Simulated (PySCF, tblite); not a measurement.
**C5H9BF2S: geometry, infrared bands and NMR shifts**

Wanted: the infrared bands and NMR shifts of C5H9BF2S (`C=C(CC)SCB(F)F`), by calculation.

The runs use tblite 0.8.0 and PySCF 2.14.0, with density-fitted response routines of our own; the level of theory stands in each step. All values are computed, except where a source is named. Atoms count from 0, in the outputs and in this text.

### Step 1. Starting geometry

18 atoms, charge 0, multiplicity 1; geometry from: force field or distance geometry start.

Bonds of the start (Å): C0–C1 1.34, C1–C2 1.45, C2–C3 1.51, C1–S4 1.79, S4–C5 1.81, C5–B6 1.61, B6–F7 1.47, B6–F8 1.47, C0–H9 1.07, C0–H10 1.09, C2–H11 1.10, C2–H12 1.14, C3–H13 1.12, C3–H14 1.10, C3–H15 1.12, C5–H16 1.13, C5–H17 1.09.

### Step 2. Optimising the geometry with GFN2-xTB

The job: settings as JSON, then the geometry in Å.

```
{"job": {"kind": "relax", "xc": "GFN2-xTB", "basis": "xTB"}, "charge": 0, "multiplicity": 1}
C     -0.494400     2.370700     1.047400
C     -0.226400     1.145200     0.576400
C     -0.795800     0.736800    -0.697700
C     -1.713500    -0.460400    -0.639400
S      0.836600     0.133600     1.606000
C      1.180000    -1.498400     0.902300
B      2.058700    -1.389400    -0.440900
F      2.499300    -0.043200    -0.827500
F      3.019200    -2.482300    -0.669400
H     -1.141700     2.978700     0.445000
H     -0.101800     2.729200     1.999400
H     -0.040100     0.600100    -1.482800
H     -1.457700     1.600800    -1.036400
H     -1.752400    -0.918800     0.380900
H     -1.289500    -1.228100    -1.304400
H     -2.754100    -0.171500    -0.932700
H      1.880200    -1.985400     1.650500
H      0.284500    -2.111200     0.787000
```

Launch:

```sh
$ OMP_NUM_THREADS=1 python probes_run.py task.json out
```

The driver reads the jobs from task.json and runs them one after another.

**Question.** This job is followed by: GFN2-xTB harmonic vibrations, gas phase; GIAO PBE0/pcSseg-1 NMR shielding, non-relativistic, gas phase. What will the session give for the following? strongest single infrared mode (GFN2-xTB); zero-point energy (GFN2-xTB); ¹³C shifts against TMS (PBE0/pcSseg-1); ¹H shifts against TMS (PBE0/pcSseg-1, means over atoms taken as alike); ³³S shifts against CS2 (PBE0/pcSseg-1); ¹¹B shifts against BF3·OEt2 (PBE0/pcSseg-1); ¹⁹F shifts against CFCl3 (PBE0/pcSseg-1, means over atoms taken as alike); surface potential, 1st and 99th percentile.

**Answer**, as computed:

```
                                                                 quantity                               value
                                strongest single infrared mode (GFN2-xTB)               1254 cm⁻¹, 421 km/mol
                                             zero-point energy (GFN2-xTB)                       84.2 kcal/mol
                                   ¹³C shifts against TMS (PBE0/pcSseg-1)  157.7, 120.2, 34.0, 17.3, 17.2 ppm
   ¹H shifts against TMS (PBE0/pcSseg-1, means over atoms taken as alike)    5.56, 5.55, 2.14, 2.10, 1.23 ppm
                                   ³³S shifts against CS2 (PBE0/pcSseg-1)                              41 ppm
                              ¹¹B shifts against BF3·OEt2 (PBE0/pcSseg-1)                            26.8 ppm
¹⁹F shifts against CFCl3 (PBE0/pcSseg-1, means over atoms taken as alike)                           -66.2 ppm
                                    surface potential, 1st and 99th percentile                  -0.92 V and 1.49 V
```

In words: The optimisation took 148 steps and gained 1.616 eV; among the close pairs (by a distance rule), B6–F7 changed most, from 1.468 to 1.313 Å. The lowest mode is imaginary (26i cm⁻¹), so the xTB geometry is not a minimum. The strongest single mode, at 1254 cm⁻¹, moves mainly B6. GFN2-xTB is a fitted tight-binding method: band positions and strengths are rough. Its intensities can rank the bands wrongly. The most deshielded carbon is C1 (fully substituted alkene carbon), at 157.7 ppm: an sp2 carbon of a C=C bond. At PBE0/pcSseg-1: Shielding is most anisotropic at S4 (span 331 ppm, paramagnetic term -595 ppm). By nearest atom (PBE0/pcSseg-1), the HOMO sits on S4 58 %; C0 17 % and the LUMO on B6 35 %; S4 17 %.
